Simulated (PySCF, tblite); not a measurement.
# C₃H₈AsB: geometry, infrared bands, NMR shifts, spin-spin couplings, electronic excitations and core binding energies, part 1 of 2

Wanted: the infrared bands, NMR shifts, spin-spin couplings, electronic excitations and core binding energies of C₃H₈AsB (`B[AsH]CC=C`), by calculation.

Computed with tblite 0.8.0 and PySCF 2.14.0, with density-fitted response routines of our own, on a single molecule in the gas phase. Atoms are numbered from 0 throughout.

### Step 1. The starting structure

13 atoms, charge 0, multiplicity 1; geometry from: force field or distance geometry start.

Bonds of the start (Å): B0–As1 2.06, As1–C2 1.98, C2–C3 1.51, C3–C4 1.34, B0–H5 1.17, B0–H6 1.18, As1–H7 1.57, C2–H8 1.11, C2–H9 1.11, C3–H10 1.09, C4–H11 1.08, C4–H12 1.09.

### Step 2. Optimising the geometry with GFN2-xTB

Job settings and geometry (Å):

```
{"job": {"kind": "relax", "xc": "GFN2-xTB", "basis": "xTB"}, "charge": 0, "multiplicity": 1}
B      2.707700     0.133800     0.387100
As     1.001300     0.792000    -0.558200
C     -0.079400    -0.700300     0.166000
C     -1.531300    -0.494600    -0.208900
C     -2.268700     0.463600     0.359400
H      3.706700     0.055700    -0.216900
H      2.675700    -0.124700     1.535100
H      0.647000     1.750200     0.636500
H      0.278400    -1.649500    -0.283500
H      0.015000    -0.763100     1.271100
H     -1.996600    -1.184600    -0.910300
H     -1.842800     1.146600     1.079400
H     -3.317500     0.575500     0.089900
```

On the command line:

```sh
> OMP_NUM_THREADS=1 python probes_run.py task.json out
```

The driver reads the jobs from task.json and runs them one after another.

The log of the run:

```text
step      E/eV     max force
  0    -381.55516    1.070
  1    -381.60354    0.664
  2    -381.63504    0.414
  3    -381.64072    0.214
  4    -381.64380    0.178
  5    -381.64624    0.111
  6    -381.64727    0.087
  7    -381.64823    0.074
  8    -381.64879    0.064
  9    -381.64927    0.056
 10    -381.64966    0.054
 11    -381.65011    0.057
 12    -381.65067    0.071
 13    -381.65134    0.095
 14    -381.65202    0.106
 15    -381.65261    0.087
 16    -381.65314    0.055
 17    -381.65370    0.075
 18    -381.65438    0.091
 19    -381.65517    0.114
 20    -381.65601    0.111
 21    -381.65675    0.084
 22    -381.65734    0.067
 23    -381.65792    0.072
 24    -381.65865    0.092
 25    -381.65963    0.121
 26    -381.66099    0.152
 27    -381.66282    0.171
 28    -381.66508    0.163
 29    -381.66768    0.132
 30    -381.67041    0.134
 31    -381.67315    0.161
 32    -381.67620    0.215
 33    -381.67980    0.214
 34    -381.68256    0.249
 35    -381.68186    0.471
 36    -381.68882    0.142
 37    -381.69126    0.128
 38    -381.69798    0.167
 39    -381.70049    0.151
 40    -381.70481    0.160
 41    -381.70680    0.105
 42    -381.70839    0.146
 43    -381.71017    0.133
 44    -381.71211    0.201
 45    -381.71357    0.106
 46    -381.71476    0.093
 47    -381.71577    0.091
 48    -381.71660    0.096
 49    -381.71763    0.123
 50    -381.71901    0.119
 51    -381.72078    0.102
 52    -381.72241    0.104
 53    -381.72407    0.119
 54    -381.72606    0.143
 55    -381.72867    0.164
 56    -381.73167    0.173
 57    -381.73491    0.209
 58    -381.73758    0.175
 59    -381.74224    0.222
 60    -381.74833    0.294
 61    -381.75656    0.327
 62    -381.76077    0.236
 63    -381.76598    0.191
 64    -381.77091    0.247
 65    -381.77720    0.211
 66    -381.77893    0.317
 67    -381.77636    0.508
 68    -381.78552    0.152
 69    -381.78727    0.124
 70    -381.79476    0.210
 71    -381.79845    0.140
 72    -381.80303    0.162
 73    -381.80652    0.157
 74    -381.81049    0.142
 75    -381.81425    0.175
 76    -381.81766    0.206
 77    -381.81986    0.226
 78    -381.82321    0.162
 79    -381.82698    0.162
 80    -381.83255    0.139
 81    -381.83731    0.202
 82    -381.84161    0.164
 83    -381.84412    0.228
 84    -381.84754    0.136
 85    -381.85099    0.123
 86    -381.85596    0.209
 87    -381.85725    0.101
 88    -381.85859    0.072
 89    -381.85954    0.104
 90    -381.86076    0.124
 91    -381.86226    0.094
 92    -381.86377    0.115
 93    -381.86487    0.086
 94    -381.86633    0.089
 95    -381.86767    0.066
 96    -381.86849    0.058
 97    -381.86885    0.046
 98    -381.86909    0.037
 99    -381.86923    0.042
100    -381.86937    0.047
101    -381.86951    0.051
102    -381.86967    0.039
103    -381.86983    0.029
104    -381.86994    0.025
105    -381.87002    0.025
106    -381.87010    0.018
107    -381.87018    0.013
108    -381.87023    0.011
109    -381.87026    0.010
```

Run time: 0.63 s. Hardware: 1 thread of Arm Neoverse V1, shared host; peak memory 0.18 GiB.

Along the way: (not every step is listed)

| step | energy from step 0 (eV) | largest force (eV/Å) |
| --- | --- | --- |
| 0 | 0.0000 | 1.0704 |
| 1 | -0.0484 | 0.6643 |
| 2 | -0.0799 | 0.4139 |
| 3 | -0.0856 | 0.2144 |
| 4 | -0.0886 | 0.1782 |
| 5 | -0.0911 | 0.1105 |
| 6 | -0.0921 | 0.0867 |
| 7 | -0.0931 | 0.0742 |
| 8 | -0.0936 | 0.0644 |
| 17 | -0.0985 | 0.0753 |
| 26 | -0.1058 | 0.1516 |
| 35 | -0.1267 | 0.4709 |
| 44 | -0.1569 | 0.2008 |
| 53 | -0.1689 | 0.1187 |
| 62 | -0.2056 | 0.2364 |
| 71 | -0.2433 | 0.1401 |
| 80 | -0.2774 | 0.1387 |
| 89 | -0.3044 | 0.1042 |
| 98 | -0.3139 | 0.0368 |
| 104 | -0.3148 | 0.0252 |
| 105 | -0.3149 | 0.0248 |
| 106 | -0.3149 | 0.0180 |
| 107 | -0.3150 | 0.0132 |
| 108 | -0.3151 | 0.0110 |
| 109 | -0.3151 | 0.0100 |

Close pairs (by a distance rule), those that changed most:

| bond | before (Å) | after (Å) | change (Å) |
| --- | --- | --- | --- |
| B0–As1 | 2.059 | 1.976 | -0.083 |
| As1–H7 | 1.572 | 1.505 | -0.066 |
| As1–C2 | 1.980 | 2.022 | +0.042 |
| C2–C3 | 1.514 | 1.482 | -0.032 |
| C2–H9 | 1.111 | 1.091 | -0.020 |
| C2–H8 | 1.110 | 1.094 | -0.015 |
| C3–C4 | 1.336 | 1.323 | -0.013 |
| C4–H12 | 1.089 | 1.077 | -0.012 |

The end geometry stands in the next job.

### Step 3. Vibrational analysis with GFN2-xTB

Job settings and geometry (Å):

```
{"job": {"kind": "ir", "xc": "GFN2-xTB", "basis": "xTB"}, "charge": 0, "multiplicity": 1}
B      2.733989     0.136890     0.473916
As     1.247385     0.257956    -0.821897
C     -0.153669    -0.718716     0.260615
C     -1.514769    -0.341582    -0.188365
C     -2.351985     0.405083     0.512205
H      3.492565     1.017215     0.614401
H      2.943798    -0.863433     1.048398
H      0.808743     1.643392    -0.428631
H      0.027901    -1.784882     0.093608
H     -0.018172    -0.501104     1.321357
H     -1.797425    -0.694477    -1.174077
H     -2.096056     0.771711     1.493709
H     -3.326694     0.672434     0.141258
```

The log of the run:

```text
mode    cm-1     km/mol
  1      47.1      0.21
  2      81.9      0.25
  3     135.0      0.27
  4     207.7      1.64
  5     240.6      2.75
  6     390.0     14.00
  7     486.0     20.45
  8     507.2     30.12
  9     580.2      3.88
 10     644.1     13.99
 11     685.0      7.04
 12     711.3     23.60
 13     787.5     44.98
 14     847.1     74.34
 15     882.8     29.15
 16     954.1     20.99
 17    1004.7     11.63
 18    1046.4      2.03
 19    1148.7     20.45
 20    1158.7     77.61
 21    1188.1      7.33
 22    1286.7      2.99
 23    1408.0      3.09
 24    1444.7      1.35
 25    1700.4     17.06
 26    1880.1    671.87
 27    2611.2    134.98
 28    2646.5    135.89
 29    2919.4     45.10
 30    2953.9     20.56
 31    3026.6     42.05
 32    3090.3     25.39
 33    3122.5     48.32
```

Run time: 0.3 s. Hardware: 1 thread of Arm Neoverse V1, shared host; peak memory 0.18 GiB.

The strongest bands and the atoms that carry them (share of the mass-weighted mode):

| cm⁻¹ | km/mol | atoms |
| --- | --- | --- |
| 788 | 45.0 | H6 26 %, H7 24 %, B0 22 %, H5 20 % |
| 847 | 74.3 | H7 28 %, C2 19 %, H9 16 %, H8 15 % |
| 1159 | 77.6 | H6 45 %, H5 44 %, B0 11 % |
| 1880 | 671.9 | H7 99 % |
| 2611 | 135.0 | H6 72 %, H5 23 % |
| 2646 | 135.9 | H5 69 %, H6 20 %, B0 11 % |
| 2919 | 45.1 | H8 92 % |
| 3122 | 48.3 | H12 75 %, H11 15 % |

### Step 4. Relaxing the molecule at PBE0-D3(BJ)/def2-SVP

Job settings and geometry (Å):

```
{"job": {"xc": "PBE0", "basis": "def2-SVP", "d3": "d3bj", "grid": 1, "shake": 0.01, "kind": "geom"}, "charge": 0, "multiplicity": 1}
B      2.754400     0.111330     0.478100
As     1.241710     0.253430    -0.824050
C     -0.173870    -0.721040     0.251960
C     -1.481540    -0.339320    -0.191890
C     -2.354800     0.398400     0.501650
H      3.488660     1.022030     0.612020
H      2.953380    -0.865430     1.048640
H      0.824200     1.648840    -0.433680
H      0.026070    -1.779480     0.112960
H     -0.020870    -0.503540     1.331380
H     -1.806290    -0.697390    -1.165250
H     -2.090250     0.772630     1.500410
H     -3.354980     0.682650     0.131660
```

The log of the run:

```text
step   0  E = -2378.96597306  max force = 0.037485
step   1  E = -2378.97152797  max force = 0.007556
step   2  E = -2378.97184113  max force = 0.002954
step   3  E = -2378.97194578  max force = 0.001417
step   4  E = -2378.97201881  max force = 0.003076
step   5  E = -2378.97208385  max force = 0.003038
step   6  E = -2378.97212054  max force = 0.001531
step   7  E = -2378.97213372  max force = 0.001348
step   8  E = -2378.97216203  max force = 0.001468
step   9  E = -2378.97217713  max force = 0.000686
step  10  E = -2378.97218426  max force = 0.000303
optimisation converged
```

Wall time 72 s (1 thread of Arm Neoverse V1, shared host); peak memory 0.53 GiB.

The steps of the relaxation:

| step | energy from step 0 (eV) | largest force component (eV/Å) |
| --- | --- | --- |
| 0 | 0.0000 | 1.9276 |
| 1 | -0.1512 | 0.3885 |
| 2 | -0.1597 | 0.1519 |
| 3 | -0.1625 | 0.0729 |
| 4 | -0.1645 | 0.1582 |
| 5 | -0.1663 | 0.1562 |
| 6 | -0.1673 | 0.0787 |
| 7 | -0.1676 | 0.0693 |
| 8 | -0.1684 | 0.0755 |
| 9 | -0.1688 | 0.0353 |
| 10 | -0.1690 | 0.0156 |

Close pairs (by a distance rule), those that changed most:

| bond | before (Å) | after (Å) | change (Å) |
| --- | --- | --- | --- |
| B0–H6 | 1.149 | 1.208 | +0.059 |
| C2–C3 | 1.433 | 1.488 | +0.055 |
| As1–C2 | 2.028 | 1.987 | -0.040 |
| B0–As1 | 2.001 | 1.969 | -0.032 |
| B0–H5 | 1.177 | 1.207 | +0.030 |
| C2–H8 | 1.086 | 1.102 | +0.016 |
| C2–H9 | 1.112 | 1.099 | -0.013 |
| C4–H12 | 1.104 | 1.093 | -0.011 |

The final coordinates are the input of the step that follows.

| at the end point | value |
| --- | --- |
| point group (found at 0.08 Å tolerance) | C1 |
| rotational constants (GHz, main isotopes) | 9.952, 1.513, 1.423 |
| dipole moment (D) | 0.96 |

### Step 5. NMR shieldings: PBE0/pcSseg-1

Job settings and geometry (Å):

```
{"job": {"kind": "nmr", "xc": "PBE0", "basis": "pcSseg-1"}, "charge": 0, "multiplicity": 1}
B      2.584214    -0.162401     0.170446
As     0.936564     0.203461    -0.844559
C     -0.494391    -0.778951     0.123323
C     -1.824960    -0.528367    -0.493622
C     -2.822566     0.137015     0.093037
H      3.455035     0.672463     0.209174
H      2.787100    -1.273591     0.597469
H      0.618801     1.624058    -0.424241
H     -0.205246    -1.839024     0.038912
H     -0.484217    -0.503532     1.186849
H     -1.963919    -0.907052    -1.514492
H     -2.722460     0.540016     1.106371
H     -3.774997     0.301516    -0.416780
```

Level: GIAO PBE0/pcSseg-1 NMR shielding, non-relativistic, gas phase.

The log of the run:

```text
coarse grid: 47832 points
cycle   1  E = -2379.0503087409  dE = -6.011e-01  |g| = 7.247e-01  |ddm| = 3.186e+00
cycle   2  E = -2379.0499597611  dE =  3.490e-04  |g| = 5.678e-01  |ddm| = 5.959e-01
cycle   3  E = -2379.0852784467  dE = -3.532e-02  |g| = 1.117e-01  |ddm| = 4.334e-01
cycle   4  E = -2379.0876863989  dE = -2.408e-03  |g| = 2.634e-02  |ddm| = 1.391e-01
cycle   5  E = -2379.0878927050  dE = -2.063e-04  |g| = 6.689e-03  |ddm| = 3.269e-02
cycle   6  E = -2379.0879030806  dE = -1.038e-05  |g| = 2.287e-03  |ddm| = 7.066e-03
cycle   7  E = -2379.0879043085  dE = -1.228e-06  |g| = 8.150e-04  |ddm| = 2.299e-03
final grid: 100888 points
cycle   8  E = -2379.0879109489  dE =  1.938e-07  |g| = 1.223e-03  |ddm| = 1.998e-03
cycle   9  E = -2379.0879102452  dE =  7.037e-07  |g| = 2.034e-03  |ddm| = 2.737e-03
cycle  10  E = -2379.0879113386  dE = -1.093e-06  |g| = 1.944e-04  |ddm| = 1.720e-03
cycle  11  E = -2379.0879113484  dE = -9.785e-09  |g| = 1.302e-05  |ddm| = 1.646e-04
cycle  12  E = -2379.0879113484  dE = -3.729e-11  |g| = 2.524e-06  |ddm| = 1.609e-05
converged SCF energy = -2379.0879113484

GIAO shielding tensors (ppm)
atom      isotropic    diamagn.    paramagn.     s11        s22        s33       span
  0 B        0.496     194.003    -193.507   -121.587    -12.722    135.797    257.384
  1 As    1440.632    2878.397   -1437.765   1206.327   1418.143   1697.426    491.099
  2 C      155.409     249.199     -93.790    132.270    153.980    179.978     47.708
  3 C       38.768     255.485    -216.717    -85.052     46.176    155.180    240.232
  4 C       61.889     253.657    -191.768    -51.687     83.800    153.553    205.240
  5 H       21.882      28.513      -6.631     11.504     26.449     27.692     16.189
  6 H       21.922      28.962      -7.040     10.732     26.522     28.511     17.778
  7 H       27.042      30.428      -3.385     20.216     24.141     36.770     16.554
  8 H       28.689      30.935      -2.246     24.019     26.939     35.109     11.090
  9 H       28.136      32.438      -4.302     23.012     27.331     34.066     11.055
 10 H       25.066      30.055      -4.988     22.550     24.333     28.317      5.767
 11 H       25.956      30.962      -5.006     22.210     25.313     30.346      8.136
 12 H       26.046      27.626      -1.580     22.985     24.968     30.184      7.199
```

Run time: 14 s. Hardware: 1 thread of Arm Neoverse V1, shared host; peak memory 0.84 GiB.

The references, computed at this level on geometries of the same kind, shield at (ppm): 1H TMS 31.27, 13C TMS 184.4, 11B BF3·OEt2 100.7, 75As AsH3 1910. Their shielding less the atom's gives the shift. The references are single molecules in the gas phase. Shifts against hydride references such as AlH4− lie on their own scale. Atoms listed in one row are averaged.

| atoms | environment | σ (ppm) | δ (ppm) |
| --- | --- | --- | --- |
| C3 | alkene CH | 38.8 | 145.6 |
| C4 | terminal =CH2 carbon | 61.9 | 122.5 |
| C2 | allylic sp3 CH2 bonded to As | 155.4 | 29.0 |
| H5, H6 | hydrogen on a boron bonded to As | 21.90 | 9.37 |
| H10 | hydrogen on an alkene CH | 25.07 | 6.20 |
| H11 | hydrogen on a terminal =CH2 carbon | 25.96 | 5.31 |
| H12 | hydrogen on a terminal =CH2 carbon | 26.05 | 5.22 |
| H7 | hydrogen on an arsenic bonded to C, B | 27.04 | 4.22 |
| H8, H9 | hydrogen on an allylic sp3 CH2 bonded to As | 28.41 | 2.85 |
| B0 | boron bonded to As, 2 H | 0.5 | 100.2 |
| As1 | arsenic bonded to C, B, H | 1441 | 470 |

The run also stored atomic charges by several schemes (e):

| atoms | Mulliken | IAO | Hirshfeld | ESP fit |
| --- | --- | --- | --- | --- |
| B0 | 0.03 | -0.22 | 0.06 | 0.20 |
| As1 | -0.11 | 0.30 | 0.11 | -0.22 |
| C2 | -0.33 | -0.42 | -0.11 | 0.00 |
| C3 | -0.20 | -0.13 | -0.05 | -0.17 |
| C4 | -0.17 | -0.32 | -0.11 | -0.46 |

Mayer bond orders: B0–As1 1.20, As1–C2 0.96, C2–C3 1.03, C3–C4 1.96.

### Step 6. Indirect couplings: B3LYP/pcSseg-1+pcJ-1

Settings changed since step 5:

```diff
@@ -1,2 +1,2 @@
-{"job": {"kind": "nmr", "xc": "PBE0", "basis": "pcSseg-1"}, "charge": 0, "multiplicity": 1}
+{"job": {"kind": "j", "xc": "B3LYP", "basis": "pcJ-1"}, "charge": 0, "multiplicity": 1}
 B      2.584214    -0.162401     0.170446
```

Level: B3LYP/pcJ-1 As:pcSseg-1 indirect spin-spin coupling, non-relativistic, gas phase.

The log of the run:

```text
coarse grid: 47832 points
cycle   1  E = -2379.5859397966  dE = -6.406e-01  |g| = 7.935e-01  |ddm| = 2.962e+00
cycle   2  E = -2379.5738794074  dE =  1.206e-02  |g| = 6.827e-01  |ddm| = 7.143e-01
cycle   3  E = -2379.6310575376  dE = -5.718e-02  |g| = 1.370e-01  |ddm| = 5.377e-01
cycle   4  E = -2379.6351164485  dE = -4.059e-03  |g| = 3.485e-02  |ddm| = 1.750e-01
cycle   5  E = -2379.6354765318  dE = -3.601e-04  |g| = 7.285e-03  |ddm| = 3.980e-02
cycle   6  E = -2379.6354886255  dE = -1.209e-05  |g| = 1.974e-03  |ddm| = 7.243e-03
cycle   7  E = -2379.6354893247  dE = -6.992e-07  |g| = 1.114e-03  |ddm| = 2.132e-03
final grid: 100888 points
cycle   8  E = -2379.6354766375  dE =  8.116e-07  |g| = 2.110e-03  |ddm| = 2.556e-03
cycle   9  E = -2379.6354732640  dE =  3.374e-06  |g| = 4.163e-03  |ddm| = 4.646e-03
cycle  10  E = -2379.6354777953  dE = -4.531e-06  |g| = 1.470e-04  |ddm| = 3.117e-03
cycle  11  E = -2379.6354778010  dE = -5.751e-09  |g| = 1.272e-05  |ddm| = 1.380e-04
cycle  12  E = -2379.6354778011  dE = -4.911e-11  |g| = 3.250e-06  |ddm| = 1.936e-05
converged SCF energy = -2379.6354778011

Indirect spin-spin couplings (Hz)
  i      j    bonds     total        FC       PSO       DSO        SD
  0 B    2 C    2     -0.010     0.367    -0.213    -0.066    -0.098
  0 B    3 C    3      4.791     4.786     0.097    -0.139     0.048
  0 B    4 C    4      0.286     0.372     0.056    -0.096    -0.045
  0 B    5 H    1    148.878   149.436    -1.713     0.731     0.424
  0 B    6 H    1    146.011   146.593    -1.738     0.750     0.406
  0 B    7 H    2     -0.121     0.839    -0.415    -0.560     0.014
  0 B    8 H    3      0.070     0.440    -0.293    -0.032    -0.044
  0 B    9 H    3      2.404     2.425    -0.056     0.038    -0.003
  0 B   10 H    4     -0.415    -0.076     0.214    -0.561     0.008
  0 B   11 H    5     -0.310    -0.209     0.103    -0.226     0.023
  0 B   12 H    5     -0.178    -0.044     0.219    -0.379     0.027
  2 C    3 C    1     46.567    48.138    -1.844     0.273         -
  2 C    4 C    2      0.772     0.989    -0.207    -0.010         -
  2 C    5 H    3      5.596     5.865     0.137    -0.407         -
  2 C    6 H    3      2.527     2.530    -0.075     0.071         -
  2 C    7 H    2      3.073     3.145     0.203    -0.275         -
  2 C    8 H    1    143.398   141.290     0.924     1.184         -
  2 C    9 H    1    146.326   144.365     0.779     1.182         -
  2 C   10 H    2      6.762     6.795     0.017    -0.050         -
  2 C   11 H    3      9.087     9.083    -0.122     0.126         -
  2 C   12 H    3     14.503    14.489     0.395    -0.381         -
  3 C    4 C    1     76.844    86.593    -9.908     0.159         -
  3 C    5 H    4      1.064     1.229     0.175    -0.340         -
  3 C    6 H    4     -0.329    -0.245     0.133    -0.218         -
  3 C    7 H    3     -0.147    -0.173     0.009     0.018         -
  3 C    8 H    2     -7.278    -7.286     0.006     0.001         -
  3 C    9 H    2     -2.891    -2.657    -0.205    -0.030         -
  3 C   10 H    1    162.095   160.911     0.271     0.913         -
  3 C   11 H    2     -1.607     0.204    -1.381    -0.430         -
  3 C   12 H    2     -0.146     1.574    -1.260    -0.460         -
  4 C    5 H    5      0.443     0.540     0.127    -0.224         -
  4 C    8 H    3      8.499     8.551     0.316    -0.367         -
  4 C    9 H    3      7.171     7.429    -0.338     0.080         -
  4 C   10 H    2      1.329     2.955    -1.168    -0.458         -
  4 C   11 H    1    164.433   163.315     0.523     0.595         -
  4 C   12 H    1    169.820   168.745     0.529     0.547         -
  5 H    6 H    2     -0.729    -1.055     1.790    -1.464         -
  5 H    7 H    3      2.083     2.078    -0.015     0.021         -
  5 H    8 H    4     -1.003    -0.437     0.712    -1.278         -
  5 H    9 H    4     -1.011    -0.703     0.428    -0.737         -
  5 H   10 H    5     -0.574     0.073     0.692    -1.338         -
  5 H   11 H    6     -0.437    -0.175     0.308    -0.570         -
  5 H   12 H    6     -0.318    -0.023     0.572    -0.868         -
  6 H    7 H    3      7.187     8.804     1.083    -2.700         -
  6 H    8 H    4      0.236    -0.079    -0.755     1.070         -
  6 H    9 H    4     -0.185    -0.336    -0.204     0.354         -
  6 H   10 H    5     -0.356     0.011     0.521    -0.888         -
  7 H    8 H    3     10.651    12.664     1.744    -3.757         -
  7 H    9 H    3      3.066     2.942    -0.152     0.276         -
  7 H   10 H    4     -0.563    -0.056     0.607    -1.114         -
  7 H   11 H    5      0.490     0.043    -0.269     0.717         -
  7 H   12 H    5      0.172    -0.001     0.476    -0.303         -
  8 H    9 H    2    -12.276   -13.342     2.404    -1.337         -
  8 H   10 H    3      5.720     5.296     0.398     0.026         -
  8 H   11 H    4     -2.563    -2.636     1.190    -1.117         -
  8 H   12 H    4     -1.887    -1.920     1.518    -1.485         -
  9 H   10 H    3     14.113    13.946     2.688    -2.522         -
  9 H   11 H    4     -0.189    -0.535    -1.427     1.774         -
  9 H   12 H    4     -0.277    -0.296     1.485    -1.466         -
 10 H   11 H    3     17.992    18.324     2.717    -3.049         -
 10 H   12 H    3     11.276    11.530     0.180    -0.434         -
 11 H   12 H    2      1.997     1.655     3.712    -3.370         -
```

It took 40 s on 1 thread of Arm Neoverse V1, shared host; peak memory 0.94 GiB.

A choice of the couplings up to four bonds, sorted by the number of bonds, with means over like pairs; isotopes 11B, 13C, 1H:

| pair | bonds | J (Hz) | Fermi contact (Hz) | dihedral (°) |
| --- | --- | --- | --- | --- |
| C4–H12 | 1 | 169.8 | 168.7 | – |
| C4–H11 | 1 | 164.4 | 163.3 | – |
| C3–H10 | 1 | 162.1 | 160.9 | – |
| B0–H5 | 1 | 147.4 | 148.0 | – |
| C2–H8 | 1 | 144.9 | 142.8 | – |
| C3–C4 | 1 | 76.8 | 86.6 | – |
| C2–C3 | 1 | 46.6 | 48.1 | – |
| H8–H9 | 2 | -12.3 | -13.3 | – |
| C2–H10 | 2 | 6.8 | 6.8 | – |
| C3–H8 | 2 | -5.1 | -5.0 | – |
| C2–H7 | 2 | 3.1 | 3.1 | – |
| H11–H12 | 2 | 2.0 | 1.7 | – |
| C3–H11 | 2 | -1.6 | 0.2 | – |
| C4–H10 | 2 | 1.3 | 3.0 | – |
| H10–H11 | 3 | 18.0 | 18.3 | -179 |
| C2–H12 | 3 | 14.5 | 14.5 | 179 |
| H10–H12 | 3 | 11.3 | 11.5 | 1 |
| H8–H10 | 3 | 9.9 | 9.6 | – |
| C2–H11 | 3 | 9.1 | 9.1 | -1 |
| C4–H8 | 3 | 7.8 | 8.0 | – |
| H7–H8 | 3 | 6.9 | 7.8 | – |
| B0–C3 | 3 | 4.8 | 4.8 | 177 |
| H5–H7 | 3 | 4.6 | 5.4 | – |
| H8–H11 | 4 | -1.4 | -1.6 | – |
| H8–H12 | 4 | -1.1 | -1.1 | – |

The spin-dipole term was solved for some atoms only; pairs without it lack that part.

The response was solved for the nuclei of B, C, H alone, so couplings that need other nuclei can be missing.

Quadrupole couplings from the field gradients of the same density:

| atom | isotope | eQq/h (MHz) | η |
| --- | --- | --- | --- |
| As1 | 75As | -181.4 | 0.67 |
| B0 | 11B | 5.180 | 0.15 |

Shifts (PBE0/pcSseg-1, unscaled) and these couplings together give the proton spectrum at 300 MHz below. Couplings to quadrupolar nuclei are left out.

1H NMR δ 9.37 (br, 2H), 6.20 (ddt, J = 18.0, 11.3, 9.9 Hz, 1H), 5.31 (dq, J = 18.0, 1.6 Hz, 1H), 5.22 (ddt, J = 11.3, 2.0, 1.1 Hz, 1H), 4.22 (m, 1H), 2.85 (ddt, J = 9.9, 6.9, 1.2 Hz, 2H). The letters are first-order; like nuclei with unlike couplings give more lines.

(Continued in part 2 of 2.)
